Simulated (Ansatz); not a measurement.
# CH₆O₃Sn: a ladder of functionals and wavefunction methods

One table from this session's results is given with a row withheld; the runs are named, their logs left out.

The runs use Ansatz 0.2.0, Gaussian basis; functionals in def2-TZVPP, the program's frozen cores in correlated methods.

Plan: LDA (SPW92), PBE-D4, revPBE-D4, BLYP-D4, r2SCAN-D4, B97M-V, PBE0-D4, B3LYP-D4, r2SCANh-D4, r2SCAN0-D4, HSE06-D4, BHLYP-D4, CAM-B3LYP-D4, LC-ωPBE, ωB97X-V, ωB97M-V, B2PLYP, PBE-QIDH; CCSD(T)/def2-SVP; CCSD(T)/def2-TZVPP; MP2/def2-QZVPP; extrapolation to the limit; RPA on PBE.

**The geometry**

An earlier PBE0-D4 in a triple-zeta def2 set relaxation fixed the geometry. Sn takes the def2 core potential; no spin-orbit term is included.

SMILES `C[O][SnH]([OH])[OH]`, 11 atoms, charge 0, spin multiplicity 1.

Atoms are counted from 1 here; the program's logs count them from 0.

Bond lengths: C1–O2 1.410 Å, C1–H6 1.098 Å, C1–H7 1.097 Å, C1–H8 1.093 Å, O2–Sn3 1.952 Å, Sn3–O4 1.958 Å, Sn3–O5 1.948 Å, Sn3–H9 1.690 Å, O4–H10 0.960 Å, O5–H11 0.961 Å. Angles: O2–C1–H6 112.3°, O2–C1–H7 112.3°, O2–C1–H8 108.0°, H6–C1–H7 108.2°, H6–C1–H8 107.9°, H7–C1–H8 108.1°, C1–O2–Sn3 120.6°, O2–Sn3–O4 107.7°, O2–Sn3–O5 110.0°, O2–Sn3–H9 108.0°, O4–Sn3–O5 102.6°, O4–Sn3–H9 116.0°, O5–Sn3–H9 112.2°, Sn3–O4–H10 113.3°, Sn3–O5–H11 111.5°.

Coordinates:

```xyz
11
CH6O3Sn
C     0.0200    1.5794   -0.7699
O     0.8638    0.4528   -0.8466
Sn    0.6090   -1.0648    0.3544
O    -1.0643   -1.9492   -0.1484
O     0.2314   -0.4313    2.1576
H    -1.0155    1.3432   -1.0481
H     0.0118    2.0253    0.2319
H     0.3936    2.3295   -1.4722
H     2.0012   -2.0206    0.2908
H    -1.2761   -1.8582   -1.0807
H    -0.7095   -0.4632    2.3517
```

The first run:

Contents of in.yaml:

```yaml
crystal:
  periodic: [false, false, false]
  atoms:
    - {symbol: C, position_ang: [0.020005, 1.579361, -0.769856]}
    - {symbol: O, position_ang: [0.863769, 0.452807, -0.846596]}
    - {symbol: Sn, position_ang: [0.608964, -1.064843, 0.354415]}
    - {symbol: O, position_ang: [-1.064266, -1.949195, -0.148350]}
    - {symbol: O, position_ang: [0.231438, -0.431302, 2.157609]}
    - {symbol: H, position_ang: [-1.015458, 1.343197, -1.048066]}
    - {symbol: H, position_ang: [0.011790, 2.025350, 0.231858]}
    - {symbol: H, position_ang: [0.393624, 2.329486, -1.472199]}
    - {symbol: H, position_ang: [2.001221, -2.020632, 0.290789]}
    - {symbol: H, position_ang: [-1.276147, -1.858179, -1.080747]}
    - {symbol: H, position_ang: [-0.709540, -0.463150, 2.351744]}
basis:
  gaussian: {orbitals: def2-TZVPP}
hamiltonian: {xc: lda}
output: {orbitals: {seedname: orbitals}}
```

Started as:

```sh
$ ansatz run in.yaml --threads 4 --pin off --events-out ev --progress --plain --max-ram 10444MiB
```

Steps of the session up to this table: LDA; PBE-D4 (GGA); revPBE-D4 (GGA); BLYP-D4 (GGA); r2SCAN-D4 (meta-GGA); B97M-V (meta-GGA); PBE0-D4 (hybrid); B3LYP-D4 (hybrid); r2SCANh-D4 (hybrid); r2SCAN0-D4 (hybrid); HSE06-D4 (hybrid); BHLYP-D4 (hybrid); CAM-B3LYP-D4 (range-separated); LC-ωPBE (range-separated); ωB97X-V (range-separated); ωB97M-V (range-separated); B2PLYP (double hybrid); PBE-QIDH (double hybrid).

One table of the session follows, with a row left open; its other results are not shown here.

It belongs to the step «Frontier levels by functional». 

| functional | HOMO (eV) | gap (eV) |
| --- | --- | --- |
| LDA (SPW92) | -6.49 | 4.38 |
| PBE-D4 | -6.34 | 4.50 |
| revPBE-D4 | ? | ? |
| BLYP-D4 | -6.26 | 4.43 |
| r2SCAN-D4 | -6.67 | 5.16 |
| B97M-V | -6.80 | 5.17 |
| PBE0-D4 | -7.94 | 7.09 |
| B3LYP-D4 | -7.71 | 6.49 |
| r2SCANh-D4 | -7.28 | 6.11 |
| r2SCAN0-D4 | -8.19 | 7.53 |
| HSE06-D4 | -7.53 | 6.31 |
| BHLYP-D4 | -9.52 | 9.57 |
| CAM-B3LYP-D4 | -9.43 | 9.53 |
| LC-ωPBE | -10.77 | 12.23 |
| ωB97X-V | -10.44 | 11.70 |
| ωB97M-V | -10.37 | 11.39 |

**Question.** Estimate the row for revPBE-D4.

The run gave: HOMO (eV): -6.28; gap (eV): 4.56. In the column «HOMO (eV)» it lies between PBE-D4 (-6.34) and BLYP-D4 (-6.26).
